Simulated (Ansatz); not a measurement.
# C₂H₅ClOSn: a ladder of functionals and wavefunction methods

The task here is to estimate one member of a computed series from the others.

Computed with Ansatz 0.2.0, Gaussian basis. Level: functionals in def2-TZVPP, the program's frozen cores in correlated methods.

The runs, in order: LDA (SPW92), PBE-D4, revPBE-D4, BLYP-D4, r2SCAN-D4, B97M-V, PBE0-D4, B3LYP-D4, r2SCANh-D4, r2SCAN0-D4, HSE06-D4, BHLYP-D4, CAM-B3LYP-D4, LC-ωPBE, ωB97X-V, ωB97M-V, B2PLYP, PBE-QIDH; CCSD(T)/def2-SVP; CCSD(T)/def2-TZVPP; MP2/def2-QZVPP; extrapolation to the limit; RPA on PBE.

## Structure used throughout

All runs share one geometry, relaxed beforehand with PBE0-D4 in a triple-zeta def2 set. Sn takes the def2 core potential; no spin-orbit term is included.

10 atoms, charge 0, spin multiplicity 1.

Atoms are counted from 1 here; the program's logs count them from 0.

Bond lengths: C1–Sn2 2.189 Å, C1–H6 1.092 Å, C1–H7 1.090 Å, C1–H8 1.094 Å, Sn2–H9 1.778 Å, O3–C4 1.191 Å, C4–Cl5 1.724 Å, C4–H10 1.097 Å. Angles: Sn2–C1–H6 110.3°, Sn2–C1–H7 111.8°, Sn2–C1–H8 108.5°, H6–C1–H7 109.7°, H6–C1–H8 107.8°, H7–C1–H8 108.6°, C1–Sn2–H9 93.4°, O3–C4–Cl5 122.8°, O3–C4–H10 124.8°, Cl5–C4–H10 112.4°.

Set-up of the first run:

in.yaml reads:

```yaml
crystal:
  periodic: [false, false, false]
  atoms:
    - {symbol: C, position_ang: [-1.346890, -1.097797, 1.116275]}
    - {symbol: Sn, position_ang: [0.603653, -0.130949, 1.343346]}
    - {symbol: O, position_ang: [0.429668, 0.654192, -1.059503]}
    - {symbol: C, position_ang: [1.091024, 1.573660, -1.426515]}
    - {symbol: Cl, position_ang: [1.081541, 2.139821, -3.054848]}
    - {symbol: H, position_ang: [-1.481852, -1.443132, 0.089606]}
    - {symbol: H, position_ang: [-2.164031, -0.429229, 1.388966]}
    - {symbol: H, position_ang: [-1.379192, -1.974341, 1.770594]}
    - {symbol: H, position_ang: [1.482720, -1.497229, 0.621203]}
    - {symbol: H, position_ang: [1.766460, 2.154005, -0.786224]}
basis:
  gaussian: {orbitals: def2-TZVPP}
hamiltonian: {xc: lda}
output: {orbitals: {seedname: orbitals}}
```

Started as:

```console
$ ansatz run in.yaml --threads 4 --pin off --events-out ev --progress --plain --max-ram 10444MiB
```

Among the steps run: LDA; PBE-D4 (GGA); revPBE-D4 (GGA); BLYP-D4 (GGA); r2SCAN-D4 (meta-GGA); B97M-V (meta-GGA); PBE0-D4 (hybrid); B3LYP-D4 (hybrid); r2SCANh-D4 (hybrid); r2SCAN0-D4 (hybrid); HSE06-D4 (hybrid); BHLYP-D4 (hybrid); CAM-B3LYP-D4 (range-separated); LC-ωPBE (range-separated); ωB97X-V (range-separated); ωB97M-V (range-separated); B2PLYP (double hybrid); PBE-QIDH (double hybrid).

One table of the session follows, with a row left open; its other results are not shown here.

It belongs to the step «Orbital energies across the functionals». 

```
  functional  HOMO (eV)  LUMO (eV)  gap (eV)
 LDA (SPW92)      -4.96      -3.76      1.20
      PBE-D4      -4.79      -3.51      1.28
   revPBE-D4      -4.73      -3.41      1.32
     BLYP-D4      -4.67      -3.39      1.29
   r2SCAN-D4      -4.99      -3.35      1.64
      B97M-V      -4.93      -3.23      1.70
     PBE0-D4      -5.72      -2.41      3.31
    B3LYP-D4      -5.57      -2.68      2.89
  r2SCANh-D4      -5.34      -2.94      2.40
  r2SCAN0-D4      -5.86      -2.32      3.55
    HSE06-D4      -5.33      -2.80      2.53
    BHLYP-D4      -6.55      -1.18      5.38
CAM-B3LYP-D4      -6.93      -1.20      5.73
     LC-ωPBE          ?          ?         ?
     ωB97X-V      -7.84      -0.01      7.82
     ωB97M-V      -7.76      -0.08      7.68
```

Q: Estimate the row for LC-ωPBE from the others.

As computed: HOMO (eV): -8.12; LUMO (eV): 0.06; gap (eV): 8.18. In the column «HOMO (eV)» it is the lowest.
